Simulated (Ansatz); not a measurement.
# CH7BFGeN: two geometries relaxed

Are the two ends of the inversion of the pyramid at N1 separate minima, and which lies lower? Each is relaxed from a guess. SMILES of the start: N[B]([GeH3])CF.

Method: RKS B3LYP-D4/def2-SVP, in Ansatz 0.2.0.

## Step 1: The system as given

Bond lengths: N1–B2 1.523 Å, B2–Ge3 2.055 Å, B2–C4 1.633 Å, C4–F5 1.386 Å, N1–H6 1.055 Å, N1–H7 1.087 Å, Ge3–H8 1.509 Å, Ge3–H9 1.537 Å, Ge3–H10 1.520 Å, C4–H11 1.047 Å, C4–H12 1.135 Å. Angles (14 of 18 angles, heavy atoms first): N1–B2–Ge3 122.8°, N1–B2–C4 115.6°, Ge3–B2–C4 121.6°, B2–C4–F5 108.0°, B2–N1–H6 107.7°, B2–N1–H7 105.7°, B2–Ge3–H8 107.0°, B2–Ge3–H9 107.5°, B2–Ge3–H10 107.9°, B2–C4–H11 109.8°, B2–C4–H12 104.7°, F5–C4–H11 115.7°, F5–C4–H12 108.5°, H6–N1–H7 101.2°.

Structure file:

```xyz
12

N     0.7274    0.9470    1.3853
B     0.2343    0.0412    0.2643
Ge   -1.6995    0.0827   -0.4297
C     1.3431   -0.9873   -0.3507
F     1.4257   -0.7634   -1.7164
H     1.4118    1.6317    0.9666
H    -0.1070    1.6024    1.6232
H    -2.5975   -0.2060    0.7480
H    -1.9725    1.5021   -0.9527
H    -1.8353   -0.9871   -1.5012
H     2.2424   -0.8986    0.1785
H     0.9041   -2.0200   -0.1813
```

## Step 2: End point A

Contents of input.yaml:

```yaml
crystal:
  periodic: [false, false, false]
  atoms:
    - { symbol: "N", position_ang: [0.7274, 0.947, 1.3853] }
    - { symbol: B, position_ang: [0.2343, 0.0412, 0.2643] }
    - { symbol: Ge, position_ang: [-1.6995, 0.0827, -0.4297] }
    - { symbol: C, position_ang: [1.3431, -0.9873, -0.3507] }
    - { symbol: F, position_ang: [1.4257, -0.7634, -1.7164] }
    - { symbol: H, position_ang: [1.4118, 1.6317, 0.9666] }
    - { symbol: H, position_ang: [-0.107, 1.6024, 1.6232] }
    - { symbol: H, position_ang: [-2.5975, -0.206, 0.748] }
    - { symbol: H, position_ang: [-1.9725, 1.5021, -0.9527] }
    - { symbol: H, position_ang: [-1.8353, -0.9871, -1.5012] }
    - { symbol: H, position_ang: [2.2424, -0.8986, 0.1785] }
    - { symbol: H, position_ang: [0.9041, -2.02, -0.1813] }
basis:
  gaussian: { orbitals: def2-SVP }
hamiltonian:
  xc: b3lyp
  dispersion: d4
relax:
  f_tol: 0.015
  max_steps: 40
```

On the command line:

```bash
$ ansatz run input.yaml --threads 2 --pin off --max-ram 3072MiB --backend cpu --events-out ev --progress --plain --runs-dir out
```

The log of the run (excerpt; [...] marks lines left out):

```text
Warning: RAYON_NUM_THREADS=2 ignored (pool sized by the plan → 2); use --threads N
[...]
Functional definition: B3LYP
[...]
1357 factors; integrals over basis functions are off by at most 3.4e-4 eV
[...]
mean field -62541.88342893 eV, -2298.3718236022 hartree, gradient 2.9e-5 eV, S^2 0.000000; 0 other end points of the search recorded, 0 dependent functions left out
[...]
reference -62541.88369705 eV, -2298.3718334553 hartree; 33, 33 occupied and 90, 90 virtual orbitals, 1357 factors
relax step   1: F+E_penalty+E_count = -62542.24737581 eV  Δ(F+E_penalty+E_count) = +0.000e0 eV  max|allowed force component| = 3.795e0 eV/Å  Δτ_max = 0.0000 Å  (26 SCF iters, accepted)
[...]
relax step   6: F+E_penalty+E_count = -62543.39373517 eV  Δ(F+E_penalty+E_count) = -2.098e-2 eV  max|allowed force component| = 3.529e-1 eV/Å  Δτ_max = 0.2000 Å  (28 SCF iters, accepted)
[...]
relax step  11: F+E_penalty+E_count = -62543.41989202 eV  Δ(F+E_penalty+E_count) = +6.080e-3 eV  max|allowed force component| = 3.706e-1 eV/Å  Δτ_max = 0.1448 Å  (27 SCF iters, rejected (line search))
[...]
relax step  16: F+E_penalty+E_count = -62543.45115654 eV  Δ(F+E_penalty+E_count) = -8.968e-3 eV  max|allowed force component| = 2.950e-1 eV/Å  Δτ_max = 0.1965 Å  (28 SCF iters, accepted)
[...]
relax step  19: F+E_penalty+E_count = -62543.49118038 eV  Δ(F+E_penalty+E_count) = -1.441e-2 eV  max|allowed force component| = 1.721e-1 eV/Å  Δτ_max = 0.1842 Å  (28 SCF iters, accepted)
relax step  20: F+E_penalty+E_count = -62543.48760481 eV  Δ(F+E_penalty+E_count) = +3.576e-3 eV  max|allowed force component| = 3.175e-1 eV/Å  Δτ_max = 0.0615 Å  (28 SCF iters, rejected (line search))
```

## Step 3: More of the same log: end point A relaxed

The log, continued:

```text
relax step  21: F+E_penalty+E_count = -62543.49539846 eV  Δ(F+E_penalty+E_count) = -4.218e-3 eV  max|allowed force component| = 2.431e-2 eV/Å  Δτ_max = 0.0300 Å  (29 SCF iters, accepted)
relax step  22: F+E_penalty+E_count = -62543.49712890 eV  Δ(F+E_penalty+E_count) = -1.730e-3 eV  max|allowed force component| = 2.896e-2 eV/Å  Δτ_max = 0.0587 Å  (28 SCF iters, accepted)
relax step  23: F+E_penalty+E_count = -62543.49767097 eV  Δ(F+E_penalty+E_count) = -5.421e-4 eV  max|allowed force component| = 5.228e-2 eV/Å  Δτ_max = 0.0984 Å  (28 SCF iters, accepted)
[...]
the calculation of the forces begins
reference -62543.13190801 eV, -2298.4177043619 hartree; 33, 33 occupied and 90, 90 virtual orbitals, 1357 factors
relax step  24: F+E_penalty+E_count = -62543.49796338 eV  Δ(F+E_penalty+E_count) = -2.924e-4 eV  max|allowed force component| = 5.392e-2 eV/Å  Δτ_max = 0.0217 Å  (30 SCF iters, accepted)
these checks for a lower state are left out or cut short: starts, cluster_reference, orbital_swaps, neighbouring_geometries, increment
1357 factors; integrals over basis functions are off by at most 4.1e-4 eV
mean field -62543.13182844 eV, -2298.4177014380 hartree, gradient 2.0e-5 eV, S^2 0.000000; 0 other end points of the search recorded, 0 dependent functions left out
the calculation of the forces begins
reference -62543.13209975 eV, -2298.4177114082 hartree; 33, 33 occupied and 90, 90 virtual orbitals, 1357 factors
relax step  25: F+E_penalty+E_count = -62543.49829022 eV  Δ(F+E_penalty+E_count) = -3.268e-4 eV  max|allowed force component| = 5.653e-2 eV/Å  Δτ_max = 0.0184 Å  (30 SCF iters, accepted)
these checks for a lower state are left out or cut short: starts, cluster_reference, orbital_swaps, neighbouring_geometries, increment
1357 factors; integrals over basis functions are off by at most 4.1e-4 eV
mean field -62543.13192660 eV, -2298.4177050450 hartree, gradient 2.0e-5 eV, S^2 0.000000; 0 other end points of the search recorded, 0 dependent functions left out
the calculation of the forces begins
reference -62543.13219802 eV, -2298.4177150197 hartree; 33, 33 occupied and 90, 90 virtual orbitals, 1357 factors
relax step  26: F+E_penalty+E_count = -62543.49844912 eV  Δ(F+E_penalty+E_count) = -1.589e-4 eV  max|allowed force component| = 9.081e-3 eV/Å  Δτ_max = 0.0196 Å  (29 SCF iters, accepted)
these checks for a lower state are left out or cut short: starts, cluster_reference, orbital_swaps, neighbouring_geometries, increment
1357 factors; integrals over basis functions are off by at most 4.1e-4 eV
mean field evaluation 192: about -62543.0985 eV, gradient 8.8e-1 eV
mean field -62543.13201834 eV, -2298.4177084164 hartree, gradient 2.0e-5 eV, S^2 0.000000; 0 other end points of the search recorded, 0 dependent functions left out
the calculation of the forces begins
reference -62543.13228985 eV, -2298.4177183943 hartree; 33, 33 occupied and 90, 90 virtual orbitals, 1357 factors
relax step  27: F+E_penalty+E_count = -62543.49851807 eV  Δ(F+E_penalty+E_count) = -6.895e-5 eV  max|allowed force component| = 1.456e-2 eV/Å  Δτ_max = 0.0190 Å  (30 SCF iters, accepted)
these checks for a lower state are left out or cut short: starts, cluster_reference, orbital_swaps, neighbouring_geometries, increment
1357 factors; integrals over basis functions are off by at most 4.2e-4 eV
mean field -62543.13213005 eV, -2298.4177125217 hartree, gradient 2.0e-5 eV, S^2 0.000000; 0 other end points of the search recorded, 0 dependent functions left out
the calculation of the forces begins
reference -62543.13240159 eV, -2298.4177225008 hartree; 33, 33 occupied and 90, 90 virtual orbitals, 1357 factors
relax step  28: F+E_penalty+E_count = -62543.49856189 eV  Δ(F+E_penalty+E_count) = -4.382e-5 eV  max|allowed force component| = 2.001e-2 eV/Å  Δτ_max = 0.0243 Å  (30 SCF iters, accepted)
these checks for a lower state are left out or cut short: starts, cluster_reference, orbital_swaps, neighbouring_geometries, increment
1357 factors; integrals over basis functions are off by at most 4.2e-4 eV
mean field -62543.13216704 eV, -2298.4177138813 hartree, gradient 2.0e-5 eV, S^2 0.000000; 0 other end points of the search recorded, 0 dependent functions left out
the calculation of the forces begins
reference -62543.13243857 eV, -2298.4177238598 hartree; 33, 33 occupied and 90, 90 virtual orbitals, 1357 factors
relax step  29: F+E_penalty+E_count = -62543.49857582 eV  Δ(F+E_penalty+E_count) = -1.393e-5 eV  max|allowed force component| = 1.930e-2 eV/Å  Δτ_max = 0.0130 Å  (30 SCF iters, accepted)
these checks for a lower state are left out or cut short: starts, cluster_reference, orbital_swaps, neighbouring_geometries, increment
1357 factors; integrals over basis functions are off by at most 4.2e-4 eV
mean field -62543.13218373 eV, -2298.4177144944 hartree, gradient 1.2e-5 eV, S^2 0.000000; 0 other end points of the search recorded, 0 dependent functions left out
the calculation of the forces begins
reference -62543.13245524 eV, -2298.4177244721 hartree; 33, 33 occupied and 90, 90 virtual orbitals, 1357 factors
relax step  30: F+E_penalty+E_count = -62543.49860417 eV  Δ(F+E_penalty+E_count) = -2.835e-5 eV  max|allowed force component| = 9.244e-3 eV/Å  Δτ_max = 0.0040 Å  (23 SCF iters, accepted)
1357 factors; integrals over basis functions are off by at most 4.2e-4 eV
mean field evaluation 224: about -62543.0754 eV, gradient 3.3e0 eV
mean field -62543.13218373 eV, -2298.4177144944 hartree, gradient 1.2e-5 eV, S^2 0.000000; 1 other end points of the search recorded, 0 dependent functions left out
the calculation of the forces begins
reference -62543.13245524 eV, -2298.4177244721 hartree; 33, 33 occupied and 90, 90 virtual orbitals, 1357 factors
Total energy: -62543.49887568 eV, -2298.4311901751 hartree
Atom 0 at     0.539518     0.718473     1.481979 Å, force    -0.003842    -0.003796    -0.004902 eV/Å
Atom 1 at     0.251160     0.098593     0.269648 Å, force     0.002846     0.003338    -0.000467 eV/Å
Atom 2 at    -1.670665     0.142342    -0.518047 Å, force     0.001336    -0.000730     0.003537 eV/Å
Atom 3 at     1.374069    -0.683762    -0.531981 Å, force     0.005700    -0.008659    -0.002309 eV/Å
Atom 4 at     0.941721    -1.055675    -1.803848 Å, force     0.002792     0.002197     0.008001 eV/Å
Atom 5 at     1.462036     0.730218     1.908270 Å, force    -0.000511     0.001012     0.001572 eV/Å
Atom 6 at    -0.157175     1.205638     2.033965 Å, force     0.002588     0.001266     0.002250 eV/Å
Atom 7 at    -2.650955     0.878890     0.435955 Å, force    -0.001544     0.000737     0.000923 eV/Å
Atom 8 at    -1.732833     0.874398    -1.876542 Å, force     0.000642    -0.000058    -0.001911 eV/Å
Atom 9 at    -2.241084    -1.276719    -0.737828 Å, force     0.000035    -0.000541    -0.001510 eV/Å
Atom 10 at     2.299225    -0.084027    -0.644542 Å, force    -0.007841    -0.004011     0.000701 eV/Å
Atom 11 at     1.661982    -1.603670     0.016871 Å, force    -0.002200     0.009244    -0.005885 eV/Å
Dipole moment:     0.439761     0.245062     0.730076 e Å
```

Run time: 1.9 min. Hardware: 2 threads of Intel Xeon Platinum 8488C (Sapphire Rapids), shared host; peak memory 0.34 GiB.

Step by step, one in 2:

```
step  energy from step 1 (eV)  largest force component (eV/Å)
   1                   0.0000                          3.7952
   3                  -0.8475                          2.2997
   5                  -1.1254                          0.4379
  7x                  -1.1123                          0.7806
   9                  -1.1752                          0.1787
 11x                  -1.1725                          0.3706
  13                  -1.1863                          0.1458
  15                  -1.1948                          0.3089
  17                  -1.2156                          0.2765
  19                  -1.2438                          0.1721
  21                  -1.2480                          0.0243
  23                  -1.2503                          0.0523
  25                  -1.2509                          0.0565
  27                  -1.2511                          0.0146
  29                  -1.2512                          0.0193
  30                  -1.2512                          0.0092
```

Step 1 is the start. 3 steps were tried and not accepted (marked x).

After: Bond lengths: N1–B2 1.392 Å, B2–Ge3 2.077 Å, B2–C4 1.586 Å, C4–F5 1.394 Å, N1–H6 1.016 Å, N1–H7 1.014 Å, Ge3–H8 1.554 Å, Ge3–H9 1.544 Å, Ge3–H10 1.545 Å, C4–H11 1.108 Å, C4–H12 1.109 Å. Angles (14 of 18 angles, heavy atoms first): N1–B2–Ge3 120.8°, N1–B2–C4 120.9°, Ge3–B2–C4 118.3°, B2–C4–F5 111.9°, B2–N1–H6 124.0°, B2–N1–H7 123.1°, B2–Ge3–H8 111.2°, B2–Ge3–H9 112.4°, B2–Ge3–H10 112.1°, B2–C4–H11 112.0°, B2–C4–H12 110.0°, F5–C4–H11 108.1°, F5–C4–H12 108.1°, H6–N1–H7 113.0°.

## Step 4: End point B

The second end starts from a geometry with the move made by hand.

input.yaml: that of step 2 with these lines changed.

```diff
@@ -8,4 +8,4 @@
     - { symbol: F, position_ang: [1.4257, -0.7634, -1.7164] }
-    - { symbol: H, position_ang: [1.4118, 1.6317, 0.9666] }
-    - { symbol: H, position_ang: [-0.107, 1.6024, 1.6232] }
+    - { symbol: H, position_ang: [1.74064, 0.71422, 1.5633] }
+    - { symbol: H, position_ang: [0.26251, 0.57144, 2.29371] }
     - { symbol: H, position_ang: [-2.5975, -0.206, 0.748] }
```

On the command line:

```bash
$ ansatz run input.yaml --threads 2 --pin off --max-ram 3072MiB --backend cpu --events-out ev --progress --plain --runs-dir out
```

The log of the run (excerpt; [...] marks lines left out):

```text
Warning: RAYON_NUM_THREADS=2 ignored (pool sized by the plan → 2); use --threads N
[...]
Functional definition: B3LYP
[...]
1357 factors; integrals over basis functions are off by at most 3.4e-4 eV
[...]
mean field -62541.79011909 eV, -2298.3683945285 hartree, gradient 1.1e-5 eV, S^2 0.000000; 0 other end points of the search recorded, 0 dependent functions left out
[...]
reference -62541.79038393 eV, -2298.3684042612 hartree; 33, 33 occupied and 90, 90 virtual orbitals, 1357 factors
relax step   1: F+E_penalty+E_count = -62542.15382997 eV  Δ(F+E_penalty+E_count) = +0.000e0 eV  max|allowed force component| = 3.931e0 eV/Å  Δτ_max = 0.0000 Å  (27 SCF iters, accepted)
[...]
relax step   4: F+E_penalty+E_count = -62543.26442776 eV  Δ(F+E_penalty+E_count) = -1.791e-1 eV  max|allowed force component| = 1.709e0 eV/Å  Δτ_max = 0.1948 Å  (27 SCF iters, accepted)
[...]
relax step   7: F+E_penalty+E_count = -62543.44423507 eV  Δ(F+E_penalty+E_count) = -4.402e-2 eV  max|allowed force component| = 4.057e-1 eV/Å  Δτ_max = 0.2000 Å  (28 SCF iters, accepted)
[...]
relax step  10: F+E_penalty+E_count = -62543.48169050 eV  Δ(F+E_penalty+E_count) = -6.521e-3 eV  max|allowed force component| = 2.667e-1 eV/Å  Δτ_max = 0.1732 Å  (28 SCF iters, accepted)
[...]
relax step  13: F+E_penalty+E_count = -62543.49101099 eV  Δ(F+E_penalty+E_count) = +2.096e-3 eV  max|allowed force component| = 2.447e-1 eV/Å  Δτ_max = 0.0567 Å  (29 SCF iters, rejected (line search))
[...]
relax step  14: F+E_penalty+E_count = -62543.49546625 eV  Δ(F+E_penalty+E_count) = -2.359e-3 eV  max|allowed force component| = 2.323e-2 eV/Å  Δτ_max = 0.0276 Å  (30 SCF iters, accepted)
[...]
1357 factors; integrals over basis functions are off by at most 3.9e-4 eV
mean field -62543.13040301 eV, -2298.4176490541 hartree, gradient 2.0e-5 eV, S^2 0.000000; 0 other end points of the search recorded, 0 dependent functions left out
[...]
reference -62543.13067230 eV, -2298.4176589505 hartree; 33, 33 occupied and 90, 90 virtual orbitals, 1357 factors
```

## Step 5: The output, continued: end point B relaxed

The log, continued (excerpt; [...] marks lines left out):

```text
relax step  15: F+E_penalty+E_count = -62543.49694290 eV  Δ(F+E_penalty+E_count) = -1.477e-3 eV  max|allowed force component| = 5.165e-2 eV/Å  Δτ_max = 0.0575 Å  (28 SCF iters, accepted)
[...]
relax step  17: F+E_penalty+E_count = -62543.49809745 eV  Δ(F+E_penalty+E_count) = -4.496e-4 eV  max|allowed force component| = 2.803e-2 eV/Å  Δτ_max = 0.0160 Å  (30 SCF iters, accepted)
[...]
relax step  19: F+E_penalty+E_count = -62543.49835610 eV  Δ(F+E_penalty+E_count) = -1.508e-4 eV  max|allowed force component| = 6.733e-2 eV/Å  Δτ_max = 0.0169 Å  (29 SCF iters, accepted)
[...]
relax step  21: F+E_penalty+E_count = -62543.49852848 eV  Δ(F+E_penalty+E_count) = -6.009e-5 eV  max|allowed force component| = 3.796e-2 eV/Å  Δτ_max = 0.0294 Å  (30 SCF iters, accepted)
[...]
Atom 2 at    -1.594374     0.140038    -0.399523 Å, force    -0.001000    -0.001723    -0.000492 eV/Å
Atom 3 at     1.414632    -0.798394    -0.520169 Å, force    -0.006647     0.001643    -0.011587 eV/Å
Atom 4 at     0.994057    -0.919511    -1.843554 Å, force     0.001697    -0.000001     0.004677 eV/Å
Atom 5 at     1.509797     0.159444     2.132271 Å, force    -0.000828    -0.001047     0.000293 eV/Å
Atom 6 at    -0.091805     0.671896     2.320046 Å, force     0.002734     0.000655     0.000245 eV/Å
Atom 7 at    -2.566284     0.731708     0.658352 Å, force    -0.000606     0.001246    -0.000938 eV/Å
Atom 8 at    -1.600660     1.105779    -1.604897 Å, force     0.000005     0.001406     0.000616 eV/Å
Atom 9 at    -2.212240    -1.191952    -0.880527 Å, force    -0.000786    -0.001070     0.000305 eV/Å
Atom 10 at     2.365055    -0.229223    -0.512148 Å, force     0.004088     0.002289     0.001428 eV/Å
Atom 11 at     1.653306    -1.812363    -0.140499 Å, force     0.001380    -0.003034     0.002519 eV/Å
Dipole moment:     0.434325     0.093639     0.768017 e Å
```

Run time: 92 s. Hardware: 2 threads of Intel Xeon Platinum 8488C (Sapphire Rapids), shared host; peak memory 0.33 GiB.

Relaxation path:

```
step  energy from step 1 (eV)  largest force component (eV/Å)
   1                   0.0000                          3.9307
   2                  -0.6116                          2.6045
   3                  -0.9315                          2.9923
   4                  -1.1106                          1.7087
   5                  -1.1987                          1.3732
   6                  -1.2464                          0.8275
   7                  -1.2904                          0.4057
   8                  -1.3134                          0.2871
   9                  -1.3213                          0.2760
  10                  -1.3279                          0.2667
  11                  -1.3347                          0.1691
  12                  -1.3393                          0.1038
 13x                  -1.3372                          0.2447
  14                  -1.3416                          0.0232
  15                  -1.3431                          0.0517
  16                  -1.3438                          0.0588
  17                  -1.3443                          0.0280
  18                  -1.3444                          0.0523
  19                  -1.3445                          0.0673
  20                  -1.3446                          0.0420
  21                  -1.3447                          0.0380
  22                  -1.3447                          0.0283
  23                  -1.3448                          0.0178
  24                  -1.3448                          0.0116
```

Step 1 is the start. 1 step was tried and not accepted (marked x).

After: Bond lengths: N1–B2 1.392 Å, B2–Ge3 2.077 Å, B2–C4 1.586 Å, C4–F5 1.394 Å, N1–H6 1.016 Å, N1–H7 1.014 Å, Ge3–H8 1.554 Å, Ge3–H9 1.545 Å, Ge3–H10 1.545 Å, C4–H11 1.108 Å, C4–H12 1.109 Å. Angles (14 of 18 angles, heavy atoms first): N1–B2–Ge3 120.9°, N1–B2–C4 120.9°, Ge3–B2–C4 118.3°, B2–C4–F5 111.9°, B2–N1–H6 124.0°, B2–N1–H7 123.1°, B2–Ge3–H8 111.2°, B2–Ge3–H9 112.4°, B2–Ge3–H10 112.1°, B2–C4–H11 112.1°, B2–C4–H12 110.1°, F5–C4–H11 108.1°, F5–C4–H12 108.1°, H6–N1–H7 112.9°.

## Step 6: Outcome

| quantity | value |
| --- | --- |
| end A | 26 moves, 1.251 eV lower |
| end B | 22 moves, 1.345 eV lower |
| largest difference between the ends | 0.01 Å |
| end B relative to end A | +0.000 eV |

In words: Both starts fell into the same minimum (no atom differs by more than 0.01 Å), so from this start no second minimum was found and no band was run; another arrangement could still be one.
